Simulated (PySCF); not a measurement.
# B9H9Sb ([closo-1-SbB9 (no H on Sb)]-): the cost of one run

Programs: PySCF 2.14.0, with routines of our own; each step states its level. All values are computed. Atoms count from 0.

## Step 1: The system as given

19 atoms, charge -1, multiplicity 1; geometry from: GFN2-xTB.

## Step 2: Geometry optimisation at PBE0-D3(BJ)/def2-SVP

Job settings and geometry (Å):

```
{"job": {"xc": "PBE0", "basis": "def2-SVP", "d3": "d3bj", "grid": 1, "maxiter": 30, "shake": 0.03, "kind": "geom"}, "charge": -1, "multiplicity": 1}
B      0.253320     0.601180    -1.395880
B     -0.261470     0.961280     1.205980
B      1.231300     0.886450     0.087340
B      1.191390    -0.627100    -0.709870
B     -0.758740    -0.747800    -1.026150
B      0.775610    -0.411650     1.124410
Sb    -0.057920     2.674710    -0.318030
B     -1.008030    -0.504150     0.821580
B      0.046620    -1.624480     0.252410
B     -1.352860     0.751540    -0.278420
H      0.336550     0.924120    -2.535050
H     -0.422940     1.485090     2.294440
H      2.309150     1.361670     0.217750
H      1.961380    -1.106950    -1.275090
H     -1.399130    -1.319550    -1.839720
H      1.447850    -0.692040     2.102080
H     -1.940160    -0.873100     1.530270
H      0.062640    -2.805470     0.352070
H     -2.477310     1.059710    -0.525550
```

Started as:

```bash
OMP_NUM_THREADS=1 python heavy_run.py task.json out
```

One launch serves the whole session: the jobs run in the order shown.

**Question.** How long does this first job take on 1 thread of Arm Neoverse V1, shared host, and how much memory does it need?

About 5.7 min, with a peak of 0.99 GiB.
